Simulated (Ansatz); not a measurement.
Working through an all-electron equation of state of BN, space group F-43m

Computed with the Ansatz DFT code, driven from Python.

The cells in order, each with its output:

**Cell 1**
```python
import ansatz as az
from ase.eos import EquationOfState
from ase.units import GPa
import numpy as np
```

**Cell 2**
```python
VECTORS = np.array([
    [0.0, 1.8075, 1.8075],
    [1.8075, 0.0, 1.8075],
    [1.8075, 1.8075, 0.0],
])
SITES = [
    ("B", (0.0, 0.0, 0.0)),
    ("N", (0.25, 0.25, 0.25)),
]
```

**Cell 3**
```python
def build(cell):
    crystal = az.Crystal(lattice=az.Lattice.of(cell))
    for symbol, position in SITES:
        crystal = crystal.atom(symbol, position)
    return crystal
```

**Cell 4**
```python
volumes, energies = [], []
for scale in np.linspace(0.94, 1.06, 5):
    cell = VECTORS * scale ** (1 / 3)
    setup = (
        build(cell).calculation()
        .functional("lda")
        .occupations(az.OccupationsMethod.FIXED)
        .kpoints(10, 10, 10)
        .pseudopotentials("all_electron", lapw=True)
    )
    r = setup.run(threads=1, pin="off").report
    volumes.append(abs(np.linalg.det(cell)) / len(SITES))
    energies.append(r["free_energy_ev"] / len(SITES))
    print(f"{scale:.3f} {volumes[-1]:9.4f} A^3/atom {energies[-1]:16.5f} eV/atom  (estimated basis error {1000 * r['lapw_basis_errors']['total_ev_per_atom']:.2f} meV/atom)")
v0, e0, bulk = EquationOfState(volumes, energies, eos="birchmurnaghan").fit()
print(f"V0 = {v0:.4f} A^3/atom, B0 = {bulk / GPa:.1f} GPa")
```
Output:
```text
0.940    5.5509 A^3/atom      -1076.47106 eV/atom  (estimated basis error 0.13 meV/atom)
0.970    5.7280 A^3/atom      -1076.47926 eV/atom  (estimated basis error 0.13 meV/atom)
1.000    5.9052 A^3/atom      -1076.47357 eV/atom  (estimated basis error 0.13 meV/atom)
1.030    6.0824 A^3/atom      -1076.45584 eV/atom  (estimated basis error 0.13 meV/atom)
1.060    6.2595 A^3/atom      -1076.42767 eV/atom  (estimated basis error 0.12 meV/atom)
V0 = 5.7399 A^3/atom, B0 = 402.5 GPa
```

A third-order Birch-Murnaghan fit through the 5 points has its minimum at 5.74 Å³ an atom, 2.8 % below the typed cell, with a bulk modulus of 403 GPa and dB/dP = 3.7. From that minimum the energy rises by 8.2 meV an atom on the compressed side and 51.6 meV on the expanded side.

Caveats:
- All-electron totals depend on functional, relativistic treatment and basis; only differences at equal settings carry meaning.
- The starting cell is as deposited in a crystallographic database; the results hold for this polymorph, which needn't be the stable one.
- It ran for 44 s on 1 thread of Arm Neoverse N1, on a shared host, peak memory 0.32 GiB.
